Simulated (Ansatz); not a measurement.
This script drives the Python package of Ansatz (0.2.0).

`run_relaxed_scan.py`:
```python
"""Relaxed scan of one distance in CH3ClTe."""

import ansatz as az
from ase import Atoms
import numpy as np


def main() -> None:
    atoms = Atoms(["Cl", "C", "Te", "H", "H", "H"], positions=[
        (-1.9219, 0.0239, -0.8758),
        (-0.256, -0.0982, -0.4615),
        (-0.0057, 0.4431, 1.5802),
        (0.1427, -1.1353, -0.6188),
        (0.3564, 0.5678, -1.1213),
        (1.7265, 0.1348, 1.451),
    ])
    mol = az.Crystal.molecule_from_ase(atoms)

    job = mol.calculation()
    job = job.basis(gaussian="def2-SVP").functional("pbe0")
    symbols = [site.symbol for site in mol.cartesian_sites]
    pairs = [(0, 1), (1, 2), (1, 3), (1, 4), (2, 5)]
    print("held (A)   E (eV)        ", "  ".join(f"{symbols[i]}{i}-{symbols[j]}{j}" for i, j in pairs))
    for length in [1.03, 1.12, 1.21, 1.34, 1.51]:
        data = job.relax(constraints=[az.DistanceConstraint((1, 4), at=length)], force_tolerance=0.02, max_steps=60).run().report
        xyz = np.array(data["positions_ang"])
        print(f"{length:6.2f} {data['free_energy_ev']:14.5f}  ", "  ".join(f"{np.linalg.norm(xyz[i] - xyz[j]):.3f}" for i, j in pairs))


if __name__ == "__main__":
    main()
```

It is started by `python run_relaxed_scan.py`. How long does it take on 1 thread of Arm Neoverse V2, on a shared host, and how much memory does it need?

It took about 110 s, with a peak of 0.23 GiB, for 5 runs of the engine.

Output of `python run_relaxed_scan.py`:
```text
held (A)   E (eV)         Cl0-C1  C1-Te2  C1-H3  C1-H4  Te2-H5
DeckWarning: relax.constraints: the input's atoms, or those drawn, lie off the distances that are held; a relaxation that starts there is brought onto them ahead of its first SCF, by positions alone, an atom by 4.49e-2 Å at the most. With the symmetry detection on, the symmetry is detected on the input's atoms as so brought (as typed, where only the drawn atoms reach the distances), and notices that speak of the structure as typed mean those atoms
  1.03   -20891.14114   1.772  2.175  1.096  1.030  1.669
  1.12   -20891.21704   1.771  2.173  1.096  1.120  1.669
  1.21   -20891.04643   1.768  2.171  1.096  1.210  1.669
  1.34   -20890.57174   1.763  2.165  1.096  1.340  1.668
  1.51   -20889.80037   1.754  2.158  1.096  1.510  1.667
```
(Warnings from the package without file and line, repeats left out.)

What to keep in mind:
- Total energies depend on the basis set; only differences at equal settings carry meaning.
- The energies are electronic: no zero-point or thermal terms, and the basis set is short of its limit.
- def2 sets replace the cores of elements past krypton by effective core potentials.
